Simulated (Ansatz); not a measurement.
# CH4MoO4: the cost of one run

Program: Ansatz 0.2.0, Gaussian basis. Level of theory: the settings change from run to run. These are calculated values, not measurements.

### 1 The geometry

An earlier PBE0-D4 in a triple-zeta def2 set relaxation fixed the geometry. Mo takes a core potential in def2 sets; no spin-orbit term is included.

SMILES `C[O][Mo](=[O])(=[O])[OH]`, 10 atoms, charge 0, spin multiplicity 1.

Atoms are counted from 1 here; the program's logs count them from 0.

Bond lengths: C1–O2 1.409 Å, C1–H7 1.093 Å, C1–H8 1.094 Å, C1–H9 1.092 Å, O2–Mo3 1.847 Å, Mo3–O4 1.678 Å, Mo3–O5 1.679 Å, Mo3–O6 1.875 Å, O6–H10 0.961 Å. Angles: O2–C1–H7 109.1°, O2–C1–H8 111.2°, O2–C1–H9 108.9°, H7–C1–H8 109.3°, H7–C1–H9 109.1°, H8–C1–H9 109.3°, C1–O2–Mo3 135.3°, O2–Mo3–O4 108.6°, O2–Mo3–O5 109.3°, O2–Mo3–O6 110.0°, O4–Mo3–O5 109.4°, O4–Mo3–O6 109.2°, O5–Mo3–O6 110.3°, Mo3–O6–H10 122.8°.

### 2 PBE-QIDH/def2-SVP

This run has multiplicity 3.

in.yaml

```yaml
crystal:
  periodic: [false, false, false]
  atoms:
    - {symbol: C, position_ang: [-0.337722, -1.515311, 1.020665]}
    - {symbol: O, position_ang: [-0.086361, -0.146836, 0.799591]}
    - {symbol: Mo, position_ang: [-0.109447, 0.972708, -0.669521]}
    - {symbol: O, position_ang: [-0.841892, 0.165529, -1.945857]}
    - {symbol: O, position_ang: [-0.991911, 2.353177, -0.302181]}
    - {symbol: O, position_ang: [1.642529, 1.430633, -1.154831]}
    - {symbol: H, position_ang: [0.591506, -2.005324, 1.321935]}
    - {symbol: H, position_ang: [-0.723293, -1.997177, 0.117692]}
    - {symbol: H, position_ang: [-1.070462, -1.614676, 1.824798]}
    - {symbol: H, position_ang: [2.010154, 2.306077, -1.009292]}
basis:
  gaussian: {orbitals: def2-SVP}
magnetization: {spin_polarized: true, initial_magnetization: 2}
hamiltonian: {xc: {name: PBE-QIDH}}
output: {forces: true}
```

Command:

```sh
> ansatz run in.yaml --threads 4 --pin off --events-out ev --progress --plain --max-ram 11315MiB
```

**Question.** How long does this run take on 4 threads of Arm Neoverse V2, shared host, and how much memory does it need?

About 24 s, with a peak of 0.59 GiB.
